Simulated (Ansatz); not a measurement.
**GeO− (doublet): from Hartree-Fock to the top rungs, aug-cc-pVTZ**

One table from this session's results is given with a row withheld; the runs are named, their logs left out.

The runs use Ansatz 0.2.0, Gaussian basis; aug-cc-pVTZ, core rule «outside noble gas», up to 15 orbitals frozen.

The runs, in order: UHF; CCSD(T) on ROHF; CCSD(T) on UHF; BCCD(T) on ROHF; CCSDT(Q) on ROHF; CCSDT(Q) on UHF; CASSCF and MRCISD+Q, 11 electrons in 8 orbitals; CASSCF and NEVPT2, 11 electrons in 8 orbitals.

2 further runs of the same task are left out: 2 set aside as unsound or not needed.

### The geometry

The geometry is a PBE0/def2-TZVPD stationary point (not a proven minimum). No spin-orbit coupling is included. The filled d shell of Ge may be among the frozen orbitals whatever the setting's name suggests; the logs give the count.

2 atoms, charge -1, spin multiplicity 2.

Atoms are counted from 1 here; the program's logs count them from 0.

Bond lengths: Ge1–O2 1.686 Å.

Set-up of the first run:

File in.yaml:

```yaml
crystal:
  periodic: [false, false, false]
  atoms:
    - {symbol: Ge, position_ang: [0.000000, 0.000000, 0.000000]}
    - {symbol: O, position_ang: [0.000000, 0.000000, 1.685800]}
basis:
  gaussian: {orbitals: aug-cc-pVTZ}
total_charge: -1
magnetization: {spin_polarized: true, initial_magnetization: 1}
hamiltonian: {xc: hf}
output: {orbitals: {seedname: orbitals}}
```

Command:

```bash
ansatz run in.yaml --threads 1 --pin off --events-out ev --progress --plain --max-ram 2816MiB --backend cpu
```

Among the steps run: UHF; CCSD(T) on ROHF; CCSD(T) on UHF; BCCD(T) on ROHF; CCSDT(Q) on ROHF; CCSDT(Q) on UHF; CASSCF and MRCISD+Q, 11 electrons in 8 orbitals; CASSCF and NEVPT2, 11 electrons in 8 orbitals.

One of the session's tables, all rows but one given; the rest of the session is left out.

```
          method  from RCCSDT(Q) (meV)
            ROHF              +10325.9
             UHF              +10231.5
            RMP2                +468.0
            UMP2                +504.7
           RCCSD                +610.3
           UCCSD                +604.8
        RCCSD(T)                 +35.8
        UCCSD(T)                 +37.0
         BCCD(T)                 +28.9
          RCCSDT                 +32.3
          UCCSDT                 +30.9
       RCCSDT(Q)                     0
       UCCSDT(Q)                 -23.7
  CASSCF valence               +8107.9
  NEVPT2 valence               +1521.8
  MRCISD valence                     ?
MRCISD+Q valence                +177.4
```

**Question.** Estimate the row for MRCISD valence.

As computed: from RCCSDT(Q) (meV): +853.8. In the column «from RCCSDT(Q) (meV)» it lies between RCCSD (+610.3) and NEVPT2 valence (+1521.8).

Limits of these values: Restricted and unrestricted rows rest on different reference determinants; where their highest levels disagree by more than a few hundredths of an eV, they describe different states and don't form one ladder.
